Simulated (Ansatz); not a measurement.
**SnH2Br+ (SMILES [Br][SnH2+]): single points off equilibrium**

The task here is to estimate one member of a computed series from the others.

Method: single points in def2-TZVPP; program: Ansatz 0.2.0, Gaussian basis.

Correlated methods freeze the cores. Filled d shells of the heavier atoms are correlated. Core potentials replace the inner electrons past krypton, and spin-orbit coupling is left out. B3LYP uses VWN-RPA correlation.

## The starting structure

SMILES `[Br][SnH2+]`, 4 atoms, charge 1, spin multiplicity 1.

Atoms are counted from 1 here; the program's logs count them from 0.

Bond lengths: Br1–Sn2 2.383 Å, Sn2–H3 1.663 Å, Sn2–H4 1.870 Å. Angles: Br1–Sn2–H3 128.6°, Br1–Sn2–H4 117.0°, H3–Sn2–H4 114.2°.

As a file:

```
atom    x (Å)    y (Å)    z (Å)
 Br1  -2.1415   0.1586  -0.7812
 Sn2   0.0595  -0.1109   0.0903
  H3   0.7906  -1.4951   0.6520
  H4   1.1962   1.3717  -0.0016
```

Set-up of the first run:

Contents of run/in.yaml:

```yaml
crystal:
  periodic: [false, false, false]
  atoms:
    - {symbol: Br, position_ang: [-2.141500, 0.158600, -0.781200]}
    - {symbol: Sn, position_ang: [0.059500, -0.110900, 0.090300]}
    - {symbol: H, position_ang: [0.790600, -1.495100, 0.652000]}
    - {symbol: H, position_ang: [1.196200, 1.371700, -0.001600]}
basis:
  gaussian: {orbitals: def2-TZVPP}
total_charge: 1
correlation: {method: ccsd_t}
output: {forces: true}
```

The command line of these runs was not kept.

Among the steps run: CCSD(T)/def2-TZVPP; PBE0-D4/def2-TZVPP; wB97M-V/def2-TZVPP; r2SCAN-D4/def2-TZVPP; PBE-D4/def2-TZVPP; B3LYP-D4/def2-TZVPP; SPW92/def2-TZVPP.

One table of the session follows, with a row left open; its other results are not shown here.

| method | RMS force component (eV/Å) | angle to CCSD(T) forces (°) |
| --- | --- | --- |
| CCSD(T) | 0.909 | reference |
| PBE0-D4 | 0.894 | 3.8 |
| wB97M-V | 0.934 | 2.2 |
| r2SCAN-D4 | 0.884 | 4.0 |
| PBE-D4 | ? | ? |
| B3LYP-D4 | 0.895 | 9.3 |
| SPW92 | 0.831 | 10.5 |

Q: Estimate the row for PBE-D4 from the others.

**Answer.** RMS force component (eV/Å): 0.851; angle to CCSD(T) forces (°): 12.1. In the column «RMS force component (eV/Å)» it lies between SPW92 (0.831) and r2SCAN-D4 (0.884).
